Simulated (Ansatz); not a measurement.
HfB:

```xyz
2
Lattice="0.0000 2.3100 2.3100 2.3100 0.0000 2.3100 2.3100 2.3100 0.0000" Properties=species:S:1:pos:R:3 pbc="T T T"
Hf    2.3100    2.3100    2.3100
B     0.0000    0.0000    0.0000
```

Below is the output of Ansatz 0.2.0 for this cell. Logs are shortened: lines on timing, memory, paths and dates and some standing lists are left out, and cuts for length are marked.

```text
Warning: RAYON_NUM_THREADS=2 ignored (pool sized by the plan → 2); use --threads N
Engine: ansatz 0.2.0, x86_64-unknown-linux-gnu
Pseudopotentials: kind: paw
Pseudopotential: Hf, paw, valence charge 26, recommended cutoff 500 eV (meta_gga), Hf.paw.azcp
Pseudopotential: B, paw, valence charge 3, recommended cutoff 500 eV (meta_gga), B.paw.azcp
Functional definition: r2SCAN
  parameter k0 = 0.174
  parameter k1 = 0.065
  parameter a1 = 4.9479
  exchange = r2scan_x(k0 = k0, k1 = k1, a1 = a1)
  correlation = r2scan_c
Crystal: 2 atoms, lattice volume = 24.653 Å³
Basis set: ecut = 500 eV, 609 PW (Γ), exchange–correlation on 96×96×96 points (64 copies of the dense FFT grid, shifted against one another)
Bands: 19, of which v1, the nominal top of the filled ones, is band 15 counted from 1 (14 counted from 0)
Symmetry: 48 space group operations
Space group: Fm-3m (ITA 225), of the structure as read, at distance tolerance 2.9e-5 Å
k-points: 47 of 1000
Non-local potential: Hf, projectors of the file, l = 0: 3, l = 1: 2, l = 2: 2, l = 3: 3
Non-local potential: B, projectors of the file, l = 0: 2, l = 1: 2, l = 2: 1
PAW form: soft (Blöchl's): semilocal exchange-correlation on the pseudo side does not see the compensation charge
PAW frozen core: Hf, regenerated for the run's functional (the file was generated under x = pbe(κ = 0.804, μ = 0.2195149727645171), c = pbe(β = 0.06672455060314922))
PAW frozen core: B, regenerated for the run's functional (the file was generated under x = pbe(κ = 0.804, μ = 0.2195149727645171), c = pbe(β = 0.06672455060314922))
PAW one-centre angular grid: Hf, 974 points (default); XC on 160 Gauss nodes
PAW one-centre angular grid: B, 302 points (default); XC on 160 Gauss nodes
Initial density: superposition of atomic densities (neutral atoms: chi_scale 0, normalization atom), corrected by the library's trained network
Initial wavefunctions: pseudopotential atomic-orbital guess
Functional: x = r2scan, c = r2scan; τ floored in thin density (d = 2e-4 eV/Å³)
SCF iter   1: F=—  HF=-15890.247924 eV  |F-HF|=—  |Δ(HF+E_count)|=         —  Δρ=8.36e-3  dr2=1.44e-2  dr2_τ=1.20e-1  ethr=1.77e-3  ⟨swp⟩=5.1  Hψ=3671  notcnv=0
preconditioner: auto → Kerker (q_TF=auto, 2.803 Å⁻¹)  [metal: Δε(μ)=0.082 eV  Ē_g=19.085 eV  σ=0.050 eV  W_gap=0.34  n_scr=14 (ndim 8)  ℏωp=38.9 eV  f_vac=0.000  D(μ)=1.41/eV (n_scr^D=14)]
SCF iter   2: F=—  HF=-15890.277545 eV  |F-HF|=—  |Δ(HF+E_count)|=   2.96e-2  Δρ=3.27e-3  dr2=9.54e-4  dr2_τ=9.89e-4  ethr=4.96e-5  ⟨swp⟩=2.0  Hψ=2154  notcnv=0  defer=10
[... 62 lines left out ...]
Internal energy: -15890.546104 eV  (E = F + TS)
E sigma→0 (E₀):  -15890.552381 eV
Entropy (-TS):   -0.012554 eV (-6.277 meV/atom)
Fermi energy:    16.989877 eV
--- Per-component energies (eV) ---
  E_band       = 16.975619
  E_kinetic    = 470.010416
  E_local      = -5361.824515  (includes V_loc(G=0)·N_el)
  E_nonlocal   = -1235.832122
  E_hartree    = 2522.158043
  E_xc         = -314.361250
  E_vxc        = -333.885570  (∫ρ·V_xc dr)
  E_paw        = -7032.396274  (= ΣΔE_a)
  E_vpaw       = 1417.907353  (= ΣTr[D̂ρ^β])
  E_aug_tail   = -0.000002  (compensation charges beyond the density's cutoff)
  E_vtau       = 16.284057  (kinetic-family band-sum trace: ∫τ·v_τ [+ j·A + Jᵃ·Aᵃ] dr)
  E_ewald      = -4938.603479
  E_core_change = 0.303080  (= ΣΔE_core)
  E_smearing   = -0.012554  (= −TS)
  E_closure    = 0.000000  (closes the sum)
  Σ components = -15890.558658   (vs F -15890.558658, Δ=0.00e0)
--- Forces (eV/Å), atoms counted from 1 ---
  atom   1  Hf     0.00000000    -0.00000000    -0.00000000
  atom   2  B     -0.00000000     0.00000000    -0.00000000
  max |Σ_I F_I| component: 4.04e-29 eV/Å
--- Stress (GPa, compression-positive) ---
        0.038150      -0.000000       0.000000
       -0.000000       0.038150      -0.000000
        0.000000      -0.000000       0.038150
  P = ⅓ Tr σ = 0.0381 GPa (0.381 kbar)
--- Band table (eV; the first three rows and the last of 47) ---
  k-point 0: bands = ["-45.2301", "-13.0870", "-13.0870", "-13.0870", "6.3071", "6.3127", "6.3127", "6.3127", "6.3715", "6.3715", "6.3715", "7.2736", "19.2969", "19.2969", "19.2969", "20.8334", "20.8334", "20.8334", "20.8532"]
  k-point 1: bands = ["-45.2276", "-13.1337", "-13.0918", "-13.0918", "6.3088", "6.3110", "6.3168", "6.3168", "6.3675", "6.3675", "6.3717", "7.5300", "18.3748", "18.8435", "18.8435", "19.8683", "19.8683", "21.2572", "22.7862"]
  k-point 2: bands = ["-45.2212", "-13.2538", "-13.1045", "-13.1045", "6.3032", "6.3186", "6.3276", "6.3276", "6.3575", "6.3575", "6.3722", "8.2587", "16.8005", "17.5801", "17.5801", "20.4338", "20.4338", "21.6942", "24.9678"]
  k-point 46: bands = ["-45.1957", "-13.4222", "-13.3429", "-13.2564", "6.3307", "6.3324", "6.3328", "6.3417", "6.3494", "6.3520", "6.3520", "10.8942", "15.4800", "15.6149", "15.9931", "21.3719", "23.0008", "24.0928", "24.2246"]
--- Relaxed structure (4 steps of the walk, 4 accepted, 1 SCFs on fresh bases) ---
  F+E_penalty+E_count = -15890.55865808 eV   max|allowed force component| = 2.186e-29 eV/Å   (the final SCF, on the basis selected at the relaxed cell)
  cell:  # Å, volume = 28.1076 Å³
    - [-6.623983642764268e-34, 2.4132268343648047, 2.4132268343648047]
    - [2.4132268343648047, -1.0861502024809076e-33, 2.4132268343648047]
    - [2.4132268343648047, 2.4132268343648047, -6.70757959017896e-35]
  atoms:
    - { symbol: Hf, position: [0.5, 0.5, 0.5] }
    - { symbol: B, position: [-1.1290173735986618e-35, 1.4329835895686128e-35, 9.987461381819896e-36] }
```

**Question.** What input gives this log?

**Answer.** Relaxation of cell and atoms with r2SCAN, no spin polarisation. The files as run (others can give the same):

input.yaml
```yaml
crystal:
  lattice:
    - [0.0, 2.31, 2.31]
    - [2.31, 0.0, 2.31]
    - [2.31, 2.31, 0.0]
  atoms:
    - { symbol: Hf, position: [0.5, 0.5, 0.5] }
    - { symbol: B, position: [0.0, 0.0, 0.0] }
hamiltonian:
  xc: r2scan
  pseudopotentials: { kind: paw }
kpoints:
  mp_grid: { grid: [10, 10, 10] }
scf:
  occupations: { method: fermi_dirac, width: 0.05 }
output:
  forces: true
  stress: true
  eigenvalues: true
relax:
  f_tol: 0.01
  max_steps: 40
  cell: { stress_tol: 0.05 }
```

Potentials or basis: Ansatz PAW.
The run is started by
```bash
$ ansatz run input.yaml --threads 2 --pin off --max-ram 5632MiB --backend cpu --events-out ev --progress --plain --runs-dir out
```

Caveat: the plane-wave basis is chosen anew once the cell has moved, so the energies of steps on either side of that aren't comparable; the PAW data sets come from PBE, with cores solved anew for the run's functional, which leaves a small shift of forces and pressure.
